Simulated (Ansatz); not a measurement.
# CH5FOSn (SMILES FC[O][SnH3]): B3LYP/def2-SVP (core potential)

Aim: the energy change on altering one bond length of CH5FOSn at B3LYP/def2-SVP (core potential), from 2 runs. 

The calculation is run with Ansatz 0.2.0.

117 further runs of the same task are left out: 117 set aside as unsound or not needed. Runs told in other sessions of the task aren't counted.

### Step 1. The system as given

CH5FOSn: 9 atoms, total charge 0, spin state singlet. As SMILES, `FC[O][SnH3]`. The coordinates come from a PBE0-D4/def2-TZVP relaxation. This is one conformer, not always the lowest.

Bond lengths: F1–C2 1.398 Å, C2–O3 1.354 Å, O3–Sn4 1.991 Å, C2–H5 1.100 Å, C2–H6 1.095 Å, Sn4–H7 1.705 Å, Sn4–H8 1.700 Å, Sn4–H9 1.699 Å. Some angles: F1–C2–O3 110.7°, C2–O3–Sn4 118.4°, F1–C2–H5 105.2°, F1–C2–H6 106.7°, O3–C2–H5 113.4°, O3–C2–H6 109.7°, O3–Sn4–H7 106.3°, O3–Sn4–H8 101.6°, O3–Sn4–H9 108.3°, H5–C2–H6 110.9°.

### Step 2. The energy at B3LYP/def2-SVP (core potential)

input.yaml

```yaml
crystal:
  periodic: [false, false, false]
  atoms:
    - {symbol: F, position_ang: [-0.596800, 1.754200, 0.031500]}
    - {symbol: C, position_ang: [-1.291500, 0.566100, 0.277800]}
    - {symbol: O, position_ang: [-0.736000, -0.463400, -0.405000]}
    - {symbol: Sn, position_ang: [1.239300, -0.701500, -0.319700]}
    - {symbol: H, position_ang: [-1.258800, 0.434000, 1.369300]}
    - {symbol: H, position_ang: [-2.319100, 0.724600, -0.066100]}
    - {symbol: H, position_ang: [1.690100, -0.390300, 1.294800]}
    - {symbol: H, position_ang: [1.407800, -2.333100, -0.765300]}
    - {symbol: H, position_ang: [1.953500, 0.363100, -1.434400]}
basis:
  gaussian: {orbitals: def2-SVP}
hamiltonian: {xc: {name: B3LYP}}
accuracy: high
output: {orbitals: {seedname: orbitals}}
```

Command:

```bash
$ ansatz run input.yaml --threads 1 --pin off --max-ram 3480MiB --events-out events.jsonl --progress --plain --runs-dir runs
```

Log:

```text
Warning: RAYON_NUM_THREADS=1 ignored (pool sized by the plan → 1); use --threads N
Functional definition: B3LYP
  name "B3LYP"
  parameter a0 = 0.2
  parameter ax = 0.72
  parameter ac = 0.81
  exchange = (1 - a0 - ax)*slater_x + ax*b88_x + a0*exact_x
  correlation = (1 - ac)*vwn_rpa_c + ac*lyp_c
2278 factors; integrals over basis functions are off by at most 3.5e-9 eV
mean field evaluation 1: about -11706.2199 eV, gradient 4.8e1 eV
mean field evaluation 2: about -11693.8966 eV, gradient 9.2e1 eV
mean field evaluation 4: about -11710.4192 eV, gradient 5.7e0 eV
mean field evaluation 8: about -11710.6143 eV, gradient 2.1e-1 eV
mean field evaluation 16: about -11710.6144 eV, gradient 1.1e-5 eV
mean field -11710.61444710 eV, -430.3571431915 hartree, gradient 4.6e-8 eV, S^2 0.000000; 0 other end points of the search recorded, 0 dependent functions left out
reference -11710.61449094 eV, -430.3571448025 hartree; 25, 25 occupied and 68, 68 virtual orbitals, 2278 factors
Total energy: -11710.61449094 eV, -430.3571448025 hartree
```

It took 11 s on 1 thread of Arm Neoverse V1, shared host; peak memory 0.35 GiB.

### Step 3. The distorted shape at the same level

in.yaml

```yaml
crystal:
  periodic: [false, false, false]
  atoms:
    - symbol: F
      position_ang: [-1.453832, 0.476691, 1.369128]
    - symbol: C
      position_ang: [-2.148532, -0.711409, 1.615428]
    - symbol: O
      position_ang: [-1.593032, -1.740909, 0.932628]
    - symbol: Sn
      position_ang: [0.382268, -1.979009, 1.017928]
    - symbol: H
      position_ang: [-2.115832, -0.843509, 2.706928]
    - symbol: H
      position_ang: [-3.176132, -0.552909, 1.271528]
    - symbol: H
      position_ang: [0.833068, -1.667809, 2.632428]
    - symbol: H
      position_ang: [0.550768, -3.610609, 0.572328]
    - symbol: H
      position_ang: [1.953500, 0.363100, -1.434400]
basis:
  gaussian: {orbitals: def2-SVP}
hamiltonian: {xc: {name: B3LYP}}
accuracy: high
output: {orbitals: {seedname: orbitals}}
```

Command:

```bash
$ ansatz run in.yaml --threads 1 --pin off --max-ram 3480MiB --events-out events.jsonl --progress --plain --runs-dir runs
```

Log, shortened:

```text
Warning: RAYON_NUM_THREADS=1 ignored (pool sized by the plan → 1); use --threads N
[... 7 set-up lines as earlier in the session ...]
2232 factors; integrals over basis functions are off by at most 7.2e-9 eV
mean field evaluation 1: about -11700.0874 eV, gradient 5.0e1 eV
mean field evaluation 2: about -11676.6868 eV, gradient 1.0e2 eV
mean field evaluation 4: about -11702.6957 eV, gradient 2.1e1 eV
mean field evaluation 8: about -11706.6166 eV, gradient 1.5e0 eV
mean field evaluation 16: about -11706.6221 eV, gradient 2.4e-3 eV
mean field -11706.62212575 eV, -430.2104280877 hartree, gradient 3.1e-8 eV, S^2 0.000000; 0 other end points of the search recorded, 0 dependent functions left out
reference -11706.62217403 eV, -430.2104298623 hartree; 25, 25 occupied and 68, 68 virtual orbitals, 2232 factors
Total energy: -11706.62217403 eV, -430.2104298623 hartree
```

It took 12 s on 1 thread of Arm Neoverse V1, shared host; peak memory 0.34 GiB.

### Step 4. Summary of results

At B3LYP/def2-SVP (core potential):

```
                                                          quantity          value
                                         first shape: total energy  -430.35714 Eh
                                          first shape: HOMO energy       -7.57 eV
                                          first shape: LUMO energy       -0.41 eV
                                        first shape: HOMO–LUMO gap        7.16 eV
                                     distorted shape: total energy  -430.21043 Eh
                                      distorted shape: HOMO energy       -6.20 eV
                                      distorted shape: LUMO energy       -4.44 eV
                                    distorted shape: HOMO–LUMO gap        1.76 eV
energy change with the Sn4–H9 bond stretched from 1.699 to 3.737 Å       3.992 eV
```

One bond (distorted shape) is far stretched, which a spin-restricted single reference describes badly; a broken-symmetry solution may lie lower. With the Sn4–H9 bond stretched from 1.699 to 3.737 Å the energy rises by 3.99 eV (385 kJ/mol). The first shape isn't relaxed at this level, so the change isn't measured from a minimum. A restricted reference can't describe the breaking bond well at this length.
